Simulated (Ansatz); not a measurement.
# MgZn2S3: further runs on a relaxed guess

This session takes a relaxed cell of MgZn2S3 and sets out to get its elastic tensor.

Method: DFT PBE, scalar-relativistic, plane waves, PAW, in Ansatz 0.2.0.

## 1. Starting point

It takes space group P3m1 (No. 156, trigonal). The conventional cell has a = 3.906 Å, b = 3.906 Å, c = 9.590 Å, α = 90.00°, β = 90.00°, γ = 120.00°. Mg (site symmetry 3m) has 4 S at 2.42 to 2.47 Å in its first shell of neighbours. Zn (site symmetry 3m) has 4 S at 2.36 to 2.38 Å in its first shell of neighbours. S (site symmetry 3m) is surrounded by 1 Zn at 2.36 Å and 3 Mg at 2.42 Å. S (site symmetry 3m) has 4 Zn at 2.36 to 2.38 Å in its first shell of neighbours. Around S (site symmetry 3m) lie 3 Zn at 2.38 Å and 1 Mg at 2.47 Å.

As a file:

```
Mg Zn S
1.0
     3.90608    0.00000    0.00000
    -1.95304    3.38276    0.00000
     0.00000    0.00000    9.59007
Mg Zn S
1 2 3
Direct
  0.00000 0.00000 0.99998
  0.66667 0.33333 0.33743
  0.33333 0.66667 0.66207
  0.66667 0.33333 0.09165
  0.33333 0.66667 0.41644
  0.00000 0.00000 0.74243
```

It is the end of an earlier relaxation with the same method, from a generated guess; it is a trial structure. At a tolerance of 0.02 Å it has space group P3m1 (No. 156); it has 21.12 Å³/atom, an uncorrected energy of -1.01 eV/atom over the elements and, on its mesh, gap 2.23 eV.

## 2. Strained cells: the elastic tensor

Input file input.yaml:

```yaml
crystal:
  lattice:
    - [3.9058917697, 2.89e-08, 0.0]
    - [-1.9529459098, 3.3826014825, 0.0]
    - [0.0, 0.0, 9.5929490626]
  atoms:
    - { symbol: Mg, position: [0.0, 0.0, 1.0000128432] }
    - { symbol: Zn, position: [0.6666666667, 0.3333333333, 0.3373848093] }
    - { symbol: Zn, position: [0.3333333333, 0.6666666667, 0.6619962128] }
    - { symbol: S, position: [0.6666666667, 0.3333333333, 0.0917102866] }
    - { symbol: S, position: [0.3333333333, 0.6666666667, 0.4164956573] }
    - { symbol: S, position: [0.0, 0.0, 0.7424011908] }
basis:
  ecutwfc: 420
kpoints:
  mp_grid: { grid: [12, 12, 4] }
hamiltonian:
  xc: pbe
scf:
  occupations: { method: fixed }
output:
  forces: true
  stress: true
  eigenvalues: true
  polarization: {}
elastic:
  mode: relaxed_ion
  stencil: two_point
```

Launch:

```bash
ansatz run input.yaml --threads 4 --pin off --max-ram 8192MiB --backend cpu --events-out ev --progress --plain --runs-dir out
```

Before running it: what results should come out? Wanted: C11, C12, C44; C33, C13, C66; B, G, E; Poisson ratio; Debye temperature; largest piezoelectric component e, in size.

As calculated:

| quantity | value |
| --- | --- |
| C11, C12, C44 (relaxed-ion) | 108, 45, 22 GPa |
| C33, C13, C66 (relaxed-ion) | 118, 38, 31 GPa |
| B, G, E (Hill) (relaxed-ion) | 64, 27, 71 GPa |
| Poisson ratio (relaxed-ion) | 0.31 |
| Debye temperature | 345 K |
| largest piezoelectric component e, in size (relaxed-ion) | 0.13 C/m² |

In words: It is stable against strain: the least eigenvalue of C is 16 GPa. By Pugh's rule of thumb B/G = 2.36 (over 1.75) points to a ductile solid (a rule drawn from metals; insulators like this are brittle in practice); Young's modulus ranges from about 44 to 99 GPa with direction. Lacking a centre of inversion, it is piezoelectric, with |d| up to 4.0 pC/N.
